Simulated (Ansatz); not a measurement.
# ZnO: the cost of one run

Program: Ansatz 0.2.0. Level of theory: DFT PBE, scalar-relativistic, plane waves, PAW. These are calculated values, not measurements.

## Step 1: Starting point

Symmetry: P6_3mc, No. 186, hexagonal system. The conventional cell has a = 3.249 Å, b = 3.249 Å, c = 5.206 Å, α = 90.00°, β = 90.00°, γ = 120.00°. Around Zn (site symmetry 3m) lie 4 O at 1.97 to 1.98 Å. Around O (site symmetry 3m) lie 4 Zn at 1.97 to 1.98 Å.

Structure file:

```cif
data_structure
_symmetry_space_group_name_H-M 'P6_3mc'
_symmetry_Int_Tables_number 186
_cell_length_a 3.2493
_cell_length_b 3.2493
_cell_length_c 5.2057
_cell_angle_alpha 90.000
_cell_angle_beta 90.000
_cell_angle_gamma 120.000
_cell_volume 47.60
loop_
_atom_site_label
_atom_site_type_symbol
_atom_site_symmetry_multiplicity
_atom_site_Wyckoff_symbol
_atom_site_fract_x
_atom_site_fract_y
_atom_site_fract_z
_atom_site_occupancy
Zn1 Zn 2 b 0.33333 0.66667 0.50000 1
O1 O 2 b 0.66667 0.33333 0.37901 1
```

The structure rests on an entry of the Crystallography Open Database; cell or positions may have been set otherwise for this series.

## Step 2: Relaxing cell and atoms: ZnO, no spin

File input.yaml:

```yaml
crystal:
  lattice:
    - [3.249308, 0.0, 0.0]
    - [-1.624654, 2.8139832727, 0.0]
    - [0.0, 0.0, 5.205709]
  atoms:
    - { symbol: Zn, position: [0.3333333333, 0.6666666667, 0.5] }
    - { symbol: Zn, position: [0.6666666667, 0.3333333333, 0.0] }
    - { symbol: O, position: [0.6666666667, 0.3333333333, 0.37901] }
    - { symbol: O, position: [0.3333333333, 0.6666666667, 0.87901] }
scf:
  occupations: { method: gaussian, width: 0.02 }
output:
  forces: true
  stress: true
  eigenvalues: true
kpoints:
  mp_grid: { grid: [21, 21, 12] }
hamiltonian:
  xc: pbe
relax:
  f_tol: 0.005
  adjacent_minimum: "off"
  cell: { stress_tol: 0.02 }
```

On the command line:

```bash
$ ansatz run input.yaml --threads 4 --pin off --max-ram 14336MiB --backend cpu --events-out ev --progress --plain --runs-dir out
```

Q: Estimate wall time and peak memory on 4 threads of Intel Xeon Platinum 8488C (Sapphire Rapids), shared host.

About 1.8 min, with a peak of 0.78 GiB.
